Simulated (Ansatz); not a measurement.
Si, space group I4/mmm: a test of the smearing width, run with the Python package of Ansatz (0.2.0).

`si.vasp`
```text
Si
1.0
  -3.32544429    3.32544429    1.92238566
   3.32544429   -3.32544429    1.92238566
   3.32544429    3.32544429   -1.92238566
Si
4
Direct
   0.17880106    0.17880106    0.35760212
   0.82119894    0.82119894    0.64239788
   0.17880106    0.82119894    0.00000000
   0.82119894    0.17880106    0.00000000
```

`si_smear.py`
```python
'''Smearing width test for Si.'''

import csv

import ansatz as az
from ase.io import read

atoms = read('si.vasp', format='vasp')
xtal = az.Crystal.from_ase(atoms)

calc = xtal.calculation().kpoints(mesh=(6, 6, 6)).functional(az.Functional.LDA)

rows = []
for value in [0.25, 0.15, 0.1, 0.05, 0.025]:
    data = calc.occupations('fermi_dirac', width=value).run().report
    rows.append((value, data['free_energy_ev'] / len(data['lattice']['sites']), data['n_iterations'], data['n_kpoints']))

with open('smear.csv', 'w', newline='') as handle:
    writer = csv.writer(handle)
    writer.writerow(['width (eV)', 'F/atom (eV)', 'iterations', 'k-points'])
    writer.writerows([round(v, 5) if isinstance(v, float) else v for v in row] for row in rows)

# differences from the last row
for row in rows[:-1]:
    shift = 1000 * (row[1] - rows[-1][1])
    print(f'{row[0]}: {shift:+.2f} meV/atom' + ('  (within 1 meV)' if abs(shift) < 1 else ''))
```

From its runs, with one value withheld:

| width (eV) | F less the first row (meV/atom) |
| --- | --- |
| 0.025 | 0.00 |
| 0.05 | ? |
| 0.1 | -0.45 |
| 0.15 | -1.46 |
| 0.25 | -7.52 |

What is the missing value at a width of 0.05 eV?

For this scheme F falls about as the square of the width where the density of states is smooth. A straight line through the rows shown, against the width squared, has slope -126.6 meV/eV² and intercept 0.67 meV, which gives 0.35 meV at 0.05 eV. The run gave -0.07 meV, a miss of 0.42 meV.

This isn't the structure that Si takes at ambient conditions. Wall time of the script: 7.9 s on 1 thread of Intel(R) Xeon(R) Processor @ 2.30GHz, on a shared host, peak memory 0.55 GiB.
